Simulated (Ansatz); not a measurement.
Wanted: the native input for an Ansatz 0.2.0 run.

```yaml
Task: relaxation of the atoms
Functional: PBE
Potentials_or_basis: Ansatz PAW
Cutoff: "420 eV (not typed: the program's choice for these potentials)"
k_mesh: 5 × 5 × 3
Occupations: fermi-dirac, width 0.05 eV
Spin: collinear spin, ferromagnetic start
Starting_moments: "[1.0, 1.0, 1.0, 1.0, 1.0, 1.0, 1.0, 1.0, 0.0, 0.0, 0.0, 0.0] μB"
```

SiNi2:

```
Ni Si
1.0
     4.94010    0.00000    0.00000
     0.00000    3.72000    0.00000
     0.00000    0.00000    7.03000
Ni Si
8 4
Direct
  0.32500 0.75000 0.93700
  0.67500 0.25000 0.06300
  0.17500 0.25000 0.43700
  0.82500 0.75000 0.56300
  0.45800 0.75000 0.29700
  0.54200 0.25000 0.70300
  0.04200 0.25000 0.79700
  0.95800 0.75000 0.20300
  0.78600 0.75000 0.88600
  0.21400 0.25000 0.11400
  0.71400 0.25000 0.38600
  0.28600 0.75000 0.61400
```

The cell isn't the ideal one: strained by -1 %.

The input as run:

input.yaml

```yaml
crystal:
  lattice:
    - [4.9401, 0.0, 0.0]
    - [0.0, 3.72, 0.0]
    - [0.0, 0.0, 7.03]
  atoms:
    - { symbol: Ni, position: [0.325, 0.75, 0.937], spin: 1.0 }
    - { symbol: Ni, position: [0.675, 0.25, 0.063], spin: 1.0 }
    - { symbol: Ni, position: [0.175, 0.25, 0.437], spin: 1.0 }
    - { symbol: Ni, position: [0.825, 0.75, 0.563], spin: 1.0 }
    - { symbol: Ni, position: [0.458, 0.75, 0.297], spin: 1.0 }
    - { symbol: Ni, position: [0.542, 0.25, 0.703], spin: 1.0 }
    - { symbol: Ni, position: [0.042, 0.25, 0.797], spin: 1.0 }
    - { symbol: Ni, position: [0.958, 0.75, 0.203], spin: 1.0 }
    - { symbol: Si, position: [0.786, 0.75, 0.886] }
    - { symbol: Si, position: [0.214, 0.25, 0.114] }
    - { symbol: Si, position: [0.714, 0.25, 0.386] }
    - { symbol: Si, position: [0.286, 0.75, 0.614] }
hamiltonian:
  xc: pbe
  pseudopotentials: { kind: paw }
magnetization:
  spin_polarized: true
kpoints:
  mp_grid: { grid: [5, 5, 3] }
scf:
  occupations: { method: fermi_dirac, width: 0.05 }
output:
  forces: true
  stress: true
  eigenvalues: true
  write_density: true
  write_potential: true
  elf: true
  volumetric_format: npy
relax:
  f_tol: 0.01
  max_steps: 40
```

Potentials or basis: Ansatz PAW.

The run is started by

```console
$ ansatz run input.yaml --threads 4 --pin off --max-ram 11264MiB --backend cpu --events-out ev --progress --plain --runs-dir out
```

Results of the run:

```json
{
  "Energy gained by relaxing": "2.9 meV/atom",
  "Ionic steps": "5",
  "Pressure after relaxing": "5.1 GPa",
  "Largest force after relaxing": "0.003 eV/Å",
  "Band gap on the k mesh": "none (metal or under the smearing width)",
  "Net moment": "0.00 μB per cell",
  "Absolute moment": "0.00 μB per cell"
}
```

Caveat: the starting moments weren't kept; the thresholds are loose for stress.

Run time: 59 s on 4 threads of Arm Neoverse V2 (shared host), peak memory 0.83 GiB.
